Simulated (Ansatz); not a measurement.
# BClFH3O: the cost of one run

Method: RKS PBE0/cc-pVDZ, in Ansatz 0.2.0.

## (1) The structure to begin with

Bond lengths: B1–O2 1.760 Å, O2–H3 1.010 Å, B1–F4 1.320 Å, B1–H5 1.190 Å, B1–Cl6 2.160 Å, O2–H7 1.123 Å, Cl6–H7 1.362 Å. Angles: B1–O2–H3 109.5°, B1–O2–H7 85.7°, H3–O2–H7 110.2°, O2–B1–F4 120.0°, O2–B1–H5 120.0°, O2–B1–Cl6 71.6°, F4–B1–H5 120.0°, F4–B1–Cl6 96.8°, H5–B1–Cl6 101.3°, B1–Cl6–H7 65.3°, O2–H7–Cl6 137.3°.

Coordinates:

```xyz
7

B     0.0000    0.0000    0.0000
O     0.0000    0.0000    1.7600
H    -0.9095   -0.2814    2.0971
F     1.1431    0.0000   -0.6600
H    -1.0305    0.0000   -0.5950
Cl    0.0968    2.0475    0.6811
H     0.0529    1.1186    1.6763
```

## (2) Pulling towards end A

Springs on the bonds that form and break draw the guess towards this end; the thresholds are loose.

input.yaml reads:

```yaml
crystal:
  periodic: [false, false, false]
  atoms:
    - { symbol: B, position_ang: [0.0, 0.0, 0.0] }
    - { symbol: O, position_ang: [0.0, 0.0, 1.76] }
    - { symbol: H, position_ang: [-0.9095, -0.2814, 2.0971] }
    - { symbol: F, position_ang: [1.1431, 0.0, -0.66] }
    - { symbol: H, position_ang: [-1.0305, 0.0, -0.595] }
    - { symbol: Cl, position_ang: [0.0968, 2.0475, 0.6811] }
    - { symbol: H, position_ang: [0.0529, 1.1186, 1.6763] }
basis:
  gaussian: { orbitals: cc-pVDZ }
hamiltonian:
  xc: pbe0
relax:
  f_tol: 0.15
  max_steps: 25
  restrain:
    - { distance: [0, 5], at: 3.06, k: 30.0 }
    - { distance: [6, 1], at: 2.21, k: 30.0 }
    - { distance: [0, 1], at: 1.41, k: 30.0 }
    - { distance: [6, 5], at: 1.37, k: 30.0 }
```

On the command line:

```bash
$ ansatz run input.yaml --threads 1 --pin off --max-ram 2048MiB --backend cpu --events-out ev --progress --plain --runs-dir out
```

**Question.** How long does this run take on 1 thread of Arm Neoverse V1, shared host, and how much memory does it need?

About 41 s, with a peak of 0.14 GiB.
